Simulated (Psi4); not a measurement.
# SbF3 (SMILES [F][Sb]([F])[F]): a first try and a second

Aim: a single-point energy of SbF3 at SCS(N)-MP2/def2-TZVPP (density fitting, core potential).

The calculation is run with Psi4 1.11.

8 further runs of the same task are left out: 2 that didn't finish, 6 set aside as unsound or not needed.

## Step 1: The molecule

SbF3: 4 atoms, total charge 0, spin state singlet. SMILES: `[F][Sb]([F])[F]`. The shape comes from GFN2-xTB, which is rough for such elements, and wasn't checked as a minimum.

Bond lengths: Sb1–F2 1.950 Å, Sb1–F3 1.950 Å, Sb1–F4 1.951 Å. Angles: F2–Sb1–F3 88.2°, F2–Sb1–F4 88.1°, F3–Sb1–F4 88.0°.

## Step 2: The input as first written

File f3sb.json:

```json
{
 "schema_name": "qcschema_input",
 "schema_version": 1,
 "molecule": {
  "schema_name": "qcschema_molecule",
  "schema_version": 2,
  "symbols": ["Sb", "F", "F", "F"],
  "geometry": [-0.00806913, 0.01054467, 1.64804905, 2.96365748, -0.05489654, -0.52955795, -0.85991987, -2.53752424, -0.54388208, -1.52132402, -2.53752424, -0.54388208],
  "molecular_charge": 0,
  "molecular_multiplicity": 1,
  "fix_symmetry": "c1"
 },
 "driver": "energy",
 "model": {
  "method": "scs(n)-mp2",
  "basis": "def2-TZVPP"
 },
 "keywords": {
  "reference": "rhf",
  "scf_type": "df",
  "num_frozen_docc": 7
 }
}
```

Launch:

```
psi4 --qcschema f3sb.json -n 1 --memory 1600MB
```

stdout:

```text
[...]
    !!!  WARNING: ECP capability is in beta. Please check occupations closely.  !!!
[...]
  Running in c1 symmetry.
[...]
  Nuclear repulsion =  328.068789696429690
[...]
  Multiplicity = 1
[...]
  Nalpha       = 25
  Nbeta        = 25
[...]
    Number of basis functions: 143
[...]
   @DF-RHF iter   1:  -513.12298456055146    1.88738e+01   1.18299e-02 ADIIS/DIIS
[...]
   @DF-RHF iter  35:  -514.86192583951129    1.38471e-10   8.18309e-09 DIIS
[...]
    Orbital Energies [Eh]
    ---------------------
    Doubly Occupied:
       1A    -30.109317     2A    -28.222856     3A    -26.175393
       4A     -6.462529     5A     -4.533858     6A     -4.532152
       7A     -4.528496     8A     -3.720679     9A     -3.709614
      10A     -3.507440    11A     -2.211111    12A     -1.876950
      13A     -1.583070    14A     -1.564401    15A     -1.562282
      16A     -1.560908    17A     -1.559673    18A     -1.450274
      19A     -0.692892    20A     -0.562839    21A     -0.557192
      22A     -0.515130    23A     -0.296781    24A     -0.278033
      25A     -0.255216
[...]
  @DF-RHF Final Energy:  -514.86192583951129
   => Energetics <=
    Nuclear Repulsion Energy =            328.0687896964296897
    One-Electron Energy =               -1421.8033345686762914
    Two-Electron Energy =                 578.8726190327354288
    Total Energy =                       -514.8619258395112865
[...]
 Multipole Moments:
 ------------------------------------------------------------------------------------
     Multipole            Electronic (a.u.)      Nuclear  (a.u.)        Total (a.u.)
 ------------------------------------------------------------------------------------
 L = 1.  Multiply by 2.5417464519 to convert [e a0] to [Debye]
 Dipole X            :         -3.9800987            2.2204395           -1.7596593
 Dipole Y            :         16.1144337          -18.8931380           -2.7787043
 Dipole Z            :         22.3125719          -24.0172132           -1.7046413
 Magnitude           :                                                    3.7045108
[...]
	SCS-MP2 Total Energy (a.u.)        :  -515.80891760382167
	SOS-MP2 Total Energy (a.u.)        :  -515.70747029925917
	SCSN-MP2 Total Energy (a.u.)       :  -515.39756760760179
[...]
	SOS-PI-MP2 Total Energy (a.u.)     :  -515.84839437588380
[...]
	MP2 Total Energy (a.u.)            :  -515.87088813632226
[...]
```

The result, in JSON:

```text
{
 "driver": "energy",
 "model": {
  "method": "scs(n)-mp2",
  "basis": "def2-TZVPP"
 },
 "success": true,
 "return_result": -515.3975676076018,
 "properties": {
  "calcinfo_nbasis": 143,
  "calcinfo_nmo": 143,
  "calcinfo_nalpha": 25,
  "calcinfo_nbeta": 25,
  "calcinfo_natom": 4,
  "nuclear_repulsion_energy": 328.0687896964297,
  "return_energy": -515.3975676076018,
  "scf_one_electron_energy": -1421.8033345686763,
  "scf_two_electron_energy": 578.8726190327354,
  "scf_dipole_moment": [-1.7596592563067084, -2.7787042738810896, -1.7046412931518944],
  "scf_total_energy": -514.8619258395113,
  "scf_iterations": 35,
  "mp2_same_spin_correlation_energy": -0.30434191368779634,
  "mp2_opposite_spin_correlation_energy": -0.7046203831232329,
  "mp2_singles_energy": 0.0,
  "mp2_doubles_energy": -1.0089622968110292,
  "mp2_correlation_energy": -1.008962296810978,
  "mp2_total_energy": -515.8708881363223
 }
}
```

Wall time 21 s (1 thread of Intel Xeon Platinum 8259CL at 2.50GHz (Skylake/Cascade Lake), shared host); peak memory 1 GiB.

## Step 3: Reading the log

The run finished; that doesn't make the result usable.

What is wrong: two atoms lie on top of or far too near each other. As the program read them, the closest atoms are 0.35 Å apart, against 1.95 Å in the sound input.

## Step 4: Try two

f3sb.json: that of step 2 with these lines changed.

```diff
@@ -7,3 +7,3 @@
   "symbols": ["Sb", "F", "F", "F"],
-  "geometry": [-0.00806913, 0.01054467, 1.64804905, 2.96365748, -0.05489654, -0.52955795, -0.85991987, -2.53752424, -0.54388208, -1.52132402, -2.53752424, -0.54388208],
+  "geometry": [-0.00806913, 0.01054467, 1.64804905, 2.96365748, -0.05489654, -0.52955795, -1.43426433, 2.58185722, -0.57460902, -1.52132402, -2.53752424, -0.54388208],
   "molecular_charge": 0,
```

Launch:

```
psi4 --qcschema f3sb.json -n 1 --memory 1600MB
```

stdout:

```text
[...]
    !!!  WARNING: ECP capability is in beta. Please check occupations closely.  !!!
[...]
  Running in c1 symmetry.
[...]
  Nuclear repulsion =  215.910875235371492
[...]
  Multiplicity = 1
[...]
  Nalpha       = 25
  Nbeta        = 25
[...]
    Number of basis functions: 143
[...]
   @DF-RHF iter   1:  -537.62936698178089   -2.99396e+00   4.84817e-03 DIIS/ADIIS
[...]
   @DF-RHF iter  12:  -537.79347228374115   -8.98126e-12   5.19175e-09 DIIS
[...]
    Orbital Energies [Eh]
    ---------------------
    Doubly Occupied:
       1A    -26.272248     2A    -26.271969     3A    -26.271912
       4A     -6.645544     5A     -4.716470     6A     -4.716448
       7A     -4.709693     8A     -1.758367     9A     -1.758323
      10A     -1.744513    11A     -1.744499    12A     -1.738033
      13A     -1.558068    14A     -1.524099    15A     -1.523836
      16A     -0.798964    17A     -0.662741    18A     -0.662574
      19A     -0.657708    20A     -0.632208    21A     -0.631999
      22A     -0.608200    23A     -0.608042    24A     -0.607735
      25A     -0.495861
[...]
  @DF-RHF Final Energy:  -537.79347228374115
   => Energetics <=
    Nuclear Repulsion Energy =            215.9108752353714920
    One-Electron Energy =               -1268.7685885943512858
    Two-Electron Energy =                 515.0642410752385558
    Total Energy =                       -537.7934722837411528
[...]
 Multipole Moments:
 ------------------------------------------------------------------------------------
     Multipole            Electronic (a.u.)      Nuclear  (a.u.)        Total (a.u.)
 ------------------------------------------------------------------------------------
 L = 1.  Multiply by 2.5417464519 to convert [e a0] to [Debye]
 Dipole X            :         -0.1276292            0.1181431           -0.0094862
 Dipole Y            :          0.1692290           -0.1544575            0.0147715
 Dipole Z            :         26.4031105          -24.1296843            2.2734262
 Magnitude           :                                                    2.2734940
[...]
	SCS-MP2 Total Energy (a.u.)        :  -538.83573377900564
	SOS-MP2 Total Energy (a.u.)        :  -538.72968782138935
	SCSN-MP2 Total Energy (a.u.)       :  -538.35339493995536
[...]
	SOS-PI-MP2 Total Energy (a.u.)     :  -538.88572374433068
[...]
	MP2 Total Energy (a.u.)            :  -538.89178977129700
[...]
```

The result, in JSON:

```text
{
 "driver": "energy",
 "model": {
  "method": "scs(n)-mp2",
  "basis": "def2-TZVPP"
 },
 "success": true,
 "return_result": -538.3533949399554,
 "properties": {
  "calcinfo_nbasis": 143,
  "calcinfo_nmo": 143,
  "calcinfo_nalpha": 25,
  "calcinfo_nbeta": 25,
  "calcinfo_natom": 4,
  "nuclear_repulsion_energy": 215.9108752353715,
  "return_energy": -538.3533949399554,
  "scf_one_electron_energy": -1268.7685885943513,
  "scf_two_electron_energy": 515.0642410752386,
  "scf_dipole_moment": [-0.009486166456569883, 0.014771537307400384, 2.2734261917074257],
  "scf_total_energy": -537.7934722837412,
  "scf_iterations": 12,
  "mp2_same_spin_correlation_energy": -0.31813787284900163,
  "mp2_opposite_spin_correlation_energy": -0.7801796147068365,
  "mp2_singles_energy": 0.0,
  "mp2_doubles_energy": -1.0983174875558381,
  "mp2_correlation_energy": -1.0983174875558461,
  "mp2_total_energy": -538.891789771297
 }
}
```

It took 19 s on 1 thread of Intel Xeon Platinum 8259CL at 2.50GHz (Skylake/Cascade Lake), shared host; peak memory 1 GiB.

## Step 5: Results

At SCS(N)-MP2/def2-TZVPP (density fitting, core potential):

| quantity | value |
| --- | --- |
| total energy | -538.35339 Eh |
| HOMO energy (Hartree–Fock orbitals) | -13.49 eV |
| LUMO energy (Hartree–Fock orbitals) | 0.48 eV |
| HOMO–LUMO gap (Hartree–Fock orbitals) | 13.97 eV |
| correlation energy (7 core orbitals frozen) | -559.9 mEh |

What this shows: The first attempt's energy was +624.660 eV off this one.
